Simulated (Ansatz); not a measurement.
# BHLYP/def2-SVP run of SiH2Br2 (dibromosilane)

Aim: the vertical singlet–triplet gap of SiH2Br2 (dibromosilane) at BHLYP/def2-SVP, from 2 runs. 

The results are computed with Ansatz 0.2.0.

53 further runs of the same task are left out: 6 that didn't finish, 47 set aside as unsound or not needed.

## 1. The molecule

The species is SiH2Br2 (5 atoms), meant as a singlet with charge 0. SMILES: `Br[SiH2]Br`. The shape is that of a PBE0-D4/def2-TZVP optimisation.

Bond lengths: Br1–Si2 2.207 Å, Si2–Br3 2.207 Å, Si2–H4 1.476 Å, Si2–H5 1.476 Å. Angles: Br1–Si2–Br3 110.8°, Br1–Si2–H4 108.4°, Br1–Si2–H5 108.4°, Br3–Si2–H4 108.4°, Br3–Si2–H5 108.4°, H4–Si2–H5 112.5°.

## 2. A single-point energy at BHLYP/def2-SVP

input.yaml reads:

```yaml
basis:
  gaussian:
    orbitals: def2-SVP
crystal:
  periodic: [false, false, false]
  atoms:
    - symbol: Br
      position_ang: [-1.672690, -1.239290, 0.362310]
    - symbol: Si
      position_ang: [0.158230, -0.046290, 0.054680]
    - symbol: Br
      position_ang: [-0.295570, 1.814160, -1.042010]
    - symbol: H
      position_ang: [1.103430, -0.843230, -0.751710]
    - symbol: H
      position_ang: [0.706590, 0.314640, 1.376730]
hamiltonian:
  xc: {name: BHLYP}
accuracy: high
output: {orbitals: {seedname: orbitals}}
```

On the command line:

```bash
$ ansatz run input.yaml --threads 1 --pin off --max-ram 3480MiB --events-out events.jsonl --progress --plain --runs-dir runs
```

Output:

```text
Warning: RAYON_NUM_THREADS=1 ignored (pool sized by the plan → 1); use --threads N
Functional definition: BHLYP
  name "BHLYP"
  parameter a = 0.5
  exchange = (1 - a)*b88_x + a*exact_x
  correlation = lyp_c
1684 factors; integrals over basis functions are off by at most 5.9e-9 eV
mean field evaluation 1: about -147984.6658 eV, gradient 1.0e1 eV
mean field evaluation 2: about -147984.8027 eV, gradient 8.1e0 eV
mean field evaluation 4: about -147984.9914 eV, gradient 1.3e0 eV
mean field evaluation 8: about -147985.2010 eV, gradient 1.2e-2 eV
mean field evaluation 16: about -147985.2011 eV, gradient 4.7e-6 eV
mean field -147985.20113318 eV, -5438.3558336725 hartree, gradient 5.4e-8 eV, S^2 0.000000; 0 other end points of the search recorded, 0 dependent functions left out
reference -147985.20115735 eV, -5438.3558345604 hartree; 43, 43 occupied and 49, 49 virtual orbitals, 1684 factors
Total energy: -147985.20115735 eV, -5438.3558345604 hartree
```

Wall time 8.1 s (1 thread of Arm Neoverse V2, shared host); peak memory 0.34 GiB.

## 3. The triplet, same level

molecule.yaml reads:

```yaml
crystal:
  periodic: [false, false, false]
  atoms:
    - symbol: Br
      position_ang: [-1.672690, -1.239290, 0.362310]
    - symbol: Si
      position_ang: [0.158230, -0.046290, 0.054680]
    - symbol: Br
      position_ang: [-0.295570, 1.814160, -1.042010]
    - symbol: H
      position_ang: [1.103430, -0.843230, -0.751710]
    - symbol: H
      position_ang: [0.706590, 0.314640, 1.376730]
basis:
  gaussian: {orbitals: def2-SVP}
magnetization: {spin_polarized: true, initial_magnetization: 2}
hamiltonian: {xc: {name: BHLYP}}
accuracy: high
output: {orbitals: {seedname: orbitals}}
```

On the command line:

```bash
$ ansatz run molecule.yaml --threads 1 --pin off --max-ram 3480MiB --events-out events.jsonl --progress --plain --runs-dir runs
```

Output:

```text
Warning: RAYON_NUM_THREADS=1 ignored (pool sized by the plan → 1); use --threads N
[... 5 set-up lines as earlier in the session ...]
1683 factors; integrals over basis functions are off by at most 5.9e-9 eV
mean field evaluation 1: about -147978.0001 eV, gradient 4.3e0 eV
mean field evaluation 2: about -147978.1792 eV, gradient 1.1e0 eV
mean field evaluation 4: about -147978.2444 eV, gradient 4.7e-1 eV
mean field evaluation 8: about -147978.2538 eV, gradient 6.5e-2 eV
mean field evaluation 16: about -147978.2540 eV, gradient 2.9e-3 eV
mean field evaluation 32: about -147978.4599 eV, gradient 8.4e-2 eV
mean field evaluation 64: about -147978.3950 eV, gradient 4.0e-1 eV
mean field -147978.46012031 eV, -5438.1081060185 hartree, gradient 4.1e-8 eV, S^2 2.006709; 6 other end points of the search recorded, 0 dependent functions left out
reference -147978.46014432 eV, -5438.1081069010 hartree; 44, 42 occupied and 48, 50 virtual orbitals, 1683 factors
Total energy: -147978.46014432 eV, -5438.1081069010 hartree
```

It took 58 s on 1 thread of Arm Neoverse V2, shared host; peak memory 0.58 GiB.

## 4. Summary of results

Level: BHLYP/def2-SVP.

```
                                        quantity           value
                           singlet: total energy  -5438.35583 Eh
                            singlet: HOMO energy        -9.61 eV
                            singlet: LUMO energy         0.76 eV
                          singlet: HOMO–LUMO gap        10.37 eV
                           triplet: total energy  -5438.10811 Eh
     triplet: HOMO energy (highest over α and β)        -3.01 eV
                                   triplet: ⟨S²⟩           2.007
vertical energy of the triplet above the singlet        6.741 eV
```

What this shows: At this shape the triplet lies 6.74 eV (650 kJ/mol) above the singlet.
